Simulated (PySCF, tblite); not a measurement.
# C₂H₁₀BN₂P: geometry, infrared bands and NMR shifts

Wanted: the infrared bands and NMR shifts of C₂H₁₀BN₂P (`CNB(P)NC`), by calculation.

The runs use tblite 0.8.0 and PySCF 2.14.0, with density-fitted response routines of our own; the level of theory stands in each step. All values are computed, except where a source is named. Atoms are numbered from 0 throughout.

## Step 1: Starting geometry

16 atoms, charge 0, multiplicity 1; geometry from: force field or distance geometry start.

Bonds of the start (Å): C0–N1 1.46, N1–B2 1.53, B2–P3 1.94, B2–N4 1.54, N4–C5 1.46, C0–H6 1.12, C0–H7 1.11, C0–H8 1.11, N1–H9 1.03, P3–H10 1.45, P3–H11 1.47, N4–H12 1.04, C5–H13 1.12, C5–H14 1.10, C5–H15 1.10.

## Step 2: Geometry optimisation with GFN2-xTB

The job: settings as JSON, then the geometry in Å.

```
{"job": {"kind": "relax", "xc": "GFN2-xTB", "basis": "xTB"}, "charge": 0, "multiplicity": 1}
C      2.403500     0.141100    -0.008400
N      1.030400     0.296400    -0.490500
B      0.013200     0.006800     0.614600
P     -0.614400     1.400900     1.814200
N     -1.044300    -1.043400     0.246400
C     -1.755100    -0.642600    -0.964800
H      2.976500     0.968400    -0.503200
H      2.489500     0.191600     1.098400
H      2.777800    -0.825100    -0.411000
H      0.908100    -0.364600    -1.271700
H     -1.138800     2.530300     1.064600
H     -1.752100     0.911400     2.614000
H     -0.586900    -1.962900     0.083400
H     -1.346800     0.303400    -1.402300
H     -1.540400    -1.425600    -1.713600
H     -2.827700    -0.477100    -0.781500
```

The run is started by

```bash
$ OMP_NUM_THREADS=1 python probes_run.py task.json out
```

The driver reads the jobs from task.json and runs them one after another.

**Question.** This job is followed by: GFN2-xTB harmonic vibrations, gas phase; GIAO PBE0/pcSseg-1 NMR shielding, non-relativistic, gas phase. What will the session give for the following? strongest single infrared mode (GFN2-xTB); zero-point energy (GFN2-xTB); 13C shifts against TMS (PBE0/pcSseg-1, means over atoms taken as alike); 1H shifts against TMS (PBE0/pcSseg-1, means over atoms taken as alike); 15N shifts against NH3 (PBE0/pcSseg-1, means over atoms taken as alike); 11B shifts against BF3·OEt2 (PBE0/pcSseg-1); 31P shifts against H3PO4 (PBE0/pcSseg-1); surface potential, 1st and 99th percentile.

**Answer**, as computed:

| quantity | value |
| --- | --- |
| strongest single infrared mode (GFN2-xTB) | 1472 cm⁻¹, 238 km/mol |
| zero-point energy (GFN2-xTB) | 80.7 kcal/mol |
| 13C shifts against TMS (PBE0/pcSseg-1, means over atoms taken as alike) | 32.8 ppm |
| 1H shifts against TMS (PBE0/pcSseg-1, means over atoms taken as alike) | 2.82, 2.25, 1.09 ppm |
| 15N shifts against NH3 (PBE0/pcSseg-1, means over atoms taken as alike) | 78.7 ppm |
| 11B shifts against BF3·OEt2 (PBE0/pcSseg-1) | 26.9 ppm |
| 31P shifts against H3PO4 (PBE0/pcSseg-1) | -261.8 ppm |
| surface potential, 1st and 99th percentile | -1.39 V and 1.54 V |

What this shows: Over 164 steps the energy fell by 2.660 eV; of the close pairs, N1–B2 changed most, 1.530 to 1.399 Å. All 42 modes are real, so the xTB geometry is a minimum. Unscaled tight-binding wavenumbers are off by several per cent, some by more. Its intensities can rank the bands wrongly. H6, H7, H8, H13, H14, H15 (mean) (hydrogen on a methyl carbon bonded to N) lies farthest downfield among hydrogen, at 2.82 ppm; its carbon carries N, which withdraws density. At PBE0/pcSseg-1: The widest tensor belongs to P3: span 152 ppm, with a paramagnetic part of -389 ppm.
